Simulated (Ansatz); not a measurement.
Crystal: CsLiCr2Te2S3.

```
Cs Li Cr Te S
1.0
     3.67471   -0.00018   -0.00146
     0.00068    6.25849    0.00267
     0.09970    0.01509   18.87835
Cs Li Cr Te S
2 2 4 4 6
Direct
  0.00702 0.99658 0.60964
  0.50622 0.49563 0.63737
  0.49757 0.83290 0.98554
  0.99760 0.33501 0.98513
  0.99390 0.00068 0.13453
  0.49393 0.50024 0.13461
  0.00147 0.66940 0.83098
  0.50140 0.16737 0.83340
  0.01027 0.59621 0.46271
  0.51068 0.22697 0.45459
  0.49158 0.83669 0.22777
  0.99165 0.33648 0.22784
  0.99971 0.99979 0.90043
  0.49974 0.50461 0.89926
  0.99553 0.66614 0.07188
  0.49551 0.16656 0.07160
  0.50316 0.84068 0.76492
  0.00305 0.32804 0.76778
```

The cell was built by a generator and needn't be a form met in nature.

Base run:

* Program: Ansatz 0.2.0
* Functional: PBE
* Potentials or basis: Ansatz PAW
* Cutoff: 420 eV (not typed: the program's choice for these potentials)
* k mesh: 7 × 5 × 2
* Occupations: fermi-dirac, width 0.05 eV
* Spin: collinear spin, ferromagnetic start
* Starting moments: [0.0, 0.0, 0.0, 0.0, 3.0, 3.0, 3.0, 3.0, 0.0, 0.0, 0.0, 0.0, 0.0, 0.0, 0.0, 0.0, 0.0, 0.0] μB
* Hubbard terms: Cr d U = 4 eV

Its results: band gap on the k mesh none (metal or under the smearing width); pressure 2.5 GPa; net moment 12.03 μB per cell; site moments Cs -0.00, -0.01; Li -0.01, -0.02; Cr +3.17, +3.08, +3.04; Te -0.00, -0.24; S -0.18, -0.17 μB; largest force 0.741 eV/Å.

Problem. The run is repeated on the same cell with these changes: hubbard terms from Cr d U = 4 eV to Cr d U = 6 eV. What comes out?

Solution. Band gap on the k mesh none (metal or under the smearing width); pressure 3.9 GPa; net moment 12.20 μB per cell; site moments Cs -0.00, -0.01; Li -0.02; Cr +3.38, +3.26, +3.21; Te -0.01, -0.29; S -0.25, -0.23, -0.24 μB; largest force 1.062 eV/Å.

Caveats: the magnetic or orbital state may not be the lowest; only a ferromagnetic start was run, and an antiferromagnetic order may lie lower in energy; forces of over 1 eV/Å show positions far from the minimum, so gaps and moduli don't describe the material at rest (some runs).
